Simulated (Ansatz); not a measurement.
# AgI: up Jacob's ladder to CCSD(T)

One table from this session's results is given with a row withheld; the runs are named, their logs left out.

Program: Ansatz 0.2.0, Gaussian basis. Level of theory: functionals in def2-TZVPP, the program's frozen cores in correlated methods. These are calculated values, not measurements.

The runs, in order: LDA (SPW92), PBE-D4, revPBE-D4, BLYP-D4, r2SCAN-D4, B97M-V, PBE0-D4, B3LYP-D4, r2SCANh-D4, r2SCAN0-D4, HSE06-D4, BHLYP-D4, CAM-B3LYP-D4, LC-ωPBE, ωB97X-V, ωB97M-V, B2PLYP, PBE-QIDH; CCSD(T)/def2-SVP; CCSD(T)/def2-TZVPP; CCSD(T)/def2-QZVPP; extrapolation to the limit; RPA on PBE.

### The relaxed structure

An earlier PBE0-D4 in a triple-zeta def2 set relaxation fixed the geometry. Ag, I take the def2 core potential; no spin-orbit term is included.

SMILES `[Ag][I]`, 2 atoms, charge 0, spin multiplicity 1.

Atoms are counted from 1 here; the program's logs count them from 0.

Bond lengths: Ag1–I2 2.565 Å.

Geometry (Å):

```xyz
2

Ag    0.0000    0.0000   -0.0104
I     0.0000    0.0000    2.5550
```

The first run:

Input file in.yaml:

```yaml
crystal:
  periodic: [false, false, false]
  atoms:
    - {symbol: Ag, position_ang: [-0.000000, 0.000000, -0.010353]}
    - {symbol: I, position_ang: [0.000000, -0.000000, 2.554974]}
basis:
  gaussian: {orbitals: def2-TZVPP}
hamiltonian: {xc: lda}
output: {orbitals: {seedname: orbitals}}
```

Command:

```bash
$ ansatz run in.yaml --threads 4 --pin off --events-out ev --progress --plain --max-ram 10444MiB
```

Steps of the session up to this table: LDA; PBE-D4 (GGA); revPBE-D4 (GGA); BLYP-D4 (GGA); r2SCAN-D4 (meta-GGA); B97M-V (meta-GGA); B3LYP-D4 (hybrid); r2SCANh-D4 (hybrid); r2SCAN0-D4 (hybrid); HSE06-D4 (hybrid); BHLYP-D4 (hybrid); CAM-B3LYP-D4 (range-separated); LC-ωPBE (range-separated); ωB97X-V (range-separated); ωB97M-V (range-separated); B2PLYP (double hybrid); PBE-QIDH (double hybrid).

One table of the session follows, with a row left open; its other results are not shown here.

It belongs to the step «Orbital energies across the functionals». 

| functional | HOMO (eV) | LUMO (eV) | gap (eV) |
| --- | --- | --- | --- |
| LDA (SPW92) | -6.06 | -4.19 | 1.87 |
| PBE-D4 | -5.84 | -3.92 | 1.93 |
| revPBE-D4 | -5.76 | -3.81 | 1.95 |
| BLYP-D4 | -5.71 | -3.93 | 1.78 |
| r2SCAN-D4 | -6.02 | -3.68 | 2.35 |
| B97M-V | -6.02 | -3.81 | 2.21 |
| PBE0-D4 | -6.80 | -3.09 | 3.71 |
| B3LYP-D4 | -6.64 | -3.45 | 3.19 |
| r2SCANh-D4 | -6.39 | -3.38 | 3.01 |
| r2SCAN0-D4 | -6.94 | -2.94 | 4.00 |
| HSE06-D4 | -6.42 | -3.45 | 2.97 |
| BHLYP-D4 | -7.64 | -2.42 | 5.22 |
| CAM-B3LYP-D4 | ? | ? | ? |
| LC-ωPBE | -9.19 | -1.08 | 8.11 |
| ωB97X-V | -8.91 | -1.23 | 7.68 |
| ωB97M-V | -8.81 | -1.49 | 7.32 |

**Question.** Estimate the row for CAM-B3LYP-D4.

**Answer.** HOMO (eV): -8.01; LUMO (eV): -2.32; gap (eV): 5.69. In the column «HOMO (eV)» it lies between ωB97M-V (-8.81) and BHLYP-D4 (-7.64).
